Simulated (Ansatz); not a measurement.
**CH₆SSn: taking an electron away**

One table from this session's results is given with a row withheld; the runs are named, their logs left out.

Method: unrestricted cation, the program's frozen cores in correlated methods; program: Ansatz 0.2.0, Gaussian basis.

The runs, in order: UKS PBE-D4/def2-TZVPP; UKS r2SCAN-D4/def2-TZVPP; UKS PBE0-D4/def2-TZVPP; UKS B3LYP-D4/def2-TZVPP; UKS wB97X-V/def2-TZVPP; UKS wB97M-V/def2-TZVPP; UKS B2PLYP/def2-TZVPP; UHF-CCSD(T)/def2-TZVPP; UHF-MP2/def2-QZVPP; extrapolation to the limit; then −ε(HOMO) from the neutral's earlier runs with LDA (SPW92), PBE-D4, revPBE-D4, BLYP-D4, r2SCAN-D4, B97M-V, PBE0-D4, B3LYP-D4, r2SCANh-D4, r2SCAN0-D4, HSE06-D4, BHLYP-D4, CAM-B3LYP-D4, LC-ωPBE, ωB97X-V, ωB97M-V.

## The geometry

An earlier PBE0-D4 in a triple-zeta def2 set relaxation fixed the geometry. Sn takes the def2 core potential; no spin-orbit term is included.

SMILES `C[S][SnH3]`, 9 atoms, charge 0, spin multiplicity 1.

Atoms are counted from 1 here; the program's logs count them from 0.

Bond lengths: C1–S2 1.817 Å, C1–H4 1.090 Å, C1–H5 1.090 Å, C1–H6 1.090 Å, S2–Sn3 2.394 Å, Sn3–H7 1.709 Å, Sn3–H8 1.701 Å, Sn3–H9 1.709 Å. Angles: S2–C1–H4 106.6°, S2–C1–H5 111.6°, S2–C1–H6 111.6°, H4–C1–H5 108.6°, H4–C1–H6 108.6°, H5–C1–H6 109.9°, C1–S2–Sn3 99.5°, S2–Sn3–H7 108.9°, S2–Sn3–H8 106.7°, S2–Sn3–H9 108.9°, H7–Sn3–H8 111.5°, H7–Sn3–H9 109.2°, H8–Sn3–H9 111.5°.

Geometry (Å):

```xyz
9

C    -0.75412    1.04780   -0.98866
S    -0.67118   -0.76702   -0.98215
Sn    0.73413   -1.09356    0.92858
H    -1.38068    1.32701   -1.83597
H     0.23161    1.49364   -1.12422
H    -1.21248    1.43155   -0.07684
H     2.22469   -0.30129    0.66055
H     0.94226   -2.77328    1.10256
H    -0.02584   -0.41105    2.29896
```

The first run:

in.yaml

```yaml
crystal:
  periodic: [false, false, false]
  atoms:
    - {symbol: C, position_ang: [-0.754120, 1.047799, -0.988663]}
    - {symbol: S, position_ang: [-0.671177, -0.767019, -0.982153]}
    - {symbol: Sn, position_ang: [0.734126, -1.093562, 0.928576]}
    - {symbol: H, position_ang: [-1.380678, 1.327011, -1.835974]}
    - {symbol: H, position_ang: [0.231615, 1.493643, -1.124221]}
    - {symbol: H, position_ang: [-1.212481, 1.431548, -0.076836]}
    - {symbol: H, position_ang: [2.224690, -0.301288, 0.660554]}
    - {symbol: H, position_ang: [0.942263, -2.773284, 1.102558]}
    - {symbol: H, position_ang: [-0.025837, -0.411047, 2.298960]}
basis:
  gaussian: {orbitals: def2-TZVPP}
total_charge: 1
magnetization: {spin_polarized: true, initial_magnetization: 1}
hamiltonian: {xc: pbe, dispersion: d4}
```

The run is started by

```bash
$ ansatz run in.yaml --threads 2 --pin off --events-out ev --progress --plain --max-ram 32768MiB --backend cpu
```

Steps of the session up to this table: Cation, UKS PBE-D4/def2-TZVPP; Cation, UKS r2SCAN-D4/def2-TZVPP; Cation, UKS PBE0-D4/def2-TZVPP; Cation, UKS B3LYP-D4/def2-TZVPP; Cation, UKS wB97X-V/def2-TZVPP; Cation, UKS wB97M-V/def2-TZVPP; Cation, UKS B2PLYP (frozen core)/def2-TZVPP; Cation, UHF-CCSD(T)/def2-TZVPP; Cation, UHF-MP2/def2-QZVPP.

One table of the session follows, with a row left open; its other results are not shown here.

For comparison, −ε(HOMO) of the neutral from earlier runs:

```
  functional  −ε(HOMO) (eV)
 LDA (SPW92)           5.60
      PBE-D4           5.52
   revPBE-D4           5.48
     BLYP-D4           5.37
   r2SCAN-D4              ?
      B97M-V           5.90
     PBE0-D4           6.72
    B3LYP-D4           6.49
  r2SCANh-D4           6.21
  r2SCAN0-D4           6.88
    HSE06-D4           6.32
    BHLYP-D4           7.79
CAM-B3LYP-D4           8.03
     LC-ωPBE           9.41
     ωB97X-V           9.06
     ωB97M-V           8.90
```

Q: Estimate the row for r2SCAN-D4 from the others.

Worked estimate for «−ε(HOMO) (eV)». Against the share of exact exchange, r2SCANh-D4 (0.1, 6.21), r2SCAN0-D4 (0.25, 6.88) give a slope of 4.47 per unit share; at 0 the line stands at 5.76.

**Answer.** −ε(HOMO) (eV): 5.76. In «−ε(HOMO) (eV)» the line misses by 0.00.
